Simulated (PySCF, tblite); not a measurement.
# C₄H₄B₂FOS radical: geometry, infrared bands and EPR parameters

What infrared bands and EPR parameters should C₄H₄B₂FOS radical (`BOB(F)c1[c]ccs1`) show?

Computed with tblite 0.8.0 and PySCF 2.14.0, with density-fitted response routines of our own, on a single molecule in the gas phase. Atoms are numbered from 0 throughout.

## 1. Starting geometry

13 atoms, charge 0, multiplicity 2; geometry from: force field or distance geometry start.

Bonds of the start (Å): B0–O1 1.49, O1–B2 1.46, B2–F3 1.46, B2–C4 1.59, C4–C5 1.36, C5–C6 1.34, C6–C7 1.37, C7–S8 1.85, S8–C4 1.79, B0–H9 1.18, B0–H10 1.18, C6–H11 1.10, C7–H12 1.11.

## 2. Relaxing the molecule with GFN2-xTB

What the job is given:

```
{"job": {"kind": "relax", "xc": "GFN2-xTB", "basis": "xTB"}, "charge": 0, "multiplicity": 2}
B      2.688300     0.594100     0.514200
O      2.311700    -0.177100    -0.698800
B      1.192700    -1.072000    -0.424100
F      1.176200    -2.318000    -1.178700
C     -0.264100    -0.516500    -0.116600
C     -1.053800     0.054700    -1.067400
C     -2.261500     0.489500    -0.676700
C     -2.542000     0.293700     0.650300
S     -1.101200    -0.538600     1.462900
H      3.098600     1.678900     0.312600
H      3.214000    -0.013800     1.378500
H     -2.987500     0.962900    -1.355000
H     -3.475800     0.562600     1.181200
```

Run with:

```bash
OMP_NUM_THREADS=1 python probes_run.py task.json out
```

The driver reads the jobs from task.json and runs them one after another.

**Question.** This job is followed by: GFN2-xTB harmonic vibrations, gas phase; UKS B3LYP, pcH-1 on B C F H O S, non-relativistic, mean-field spin-orbit, GIAO. What will the session give for the following? strongest single infrared mode (GFN2-xTB); zero-point energy (GFN2-xTB); g(iso) (B3LYP); ⟨S²⟩; largest a(iso) (averaged by class); potential on the surface of density 0.002 e/bohr³, 1st and 99th percentile.

The runs gave:

| quantity | value |
| --- | --- |
| strongest single infrared mode (GFN2-xTB) | 1584 cm⁻¹, 445 km/mol |
| zero-point energy (GFN2-xTB) | 46.8 kcal/mol |
| g(iso) (B3LYP) | 2.00106 |
| ⟨S²⟩ | 0.758 (exact 0.75) |
| largest a(iso) (averaged by class) | 13C on C5, 412.9 MHz |
| potential on the surface of density 0.002 e/bohr³, 1st and 99th percentile | -0.98 V and 1.45 V |

In words: Over 121 steps the energy fell by 2.314 eV; of the close pairs, B0–O1 changed most, 1.486 to 1.303 Å. No mode is imaginary among the 33: a minimum at this level. The strongest single mode, at 1584 cm⁻¹, moves mainly O1. Unscaled tight-binding wavenumbers are off by several per cent, some by more. Its intensities can rank the bands wrongly. C5 carries the largest spin population, 0.98 e. The isotropic g lies 1.3 ppt below the free-electron value. These values are for one conformer; the search (at its own cheap level) found 2 more, at 0.00, 6.47 kcal/mol (those within 0.05 may be mirror or relabelled copies), and measured spectra average over such forms.
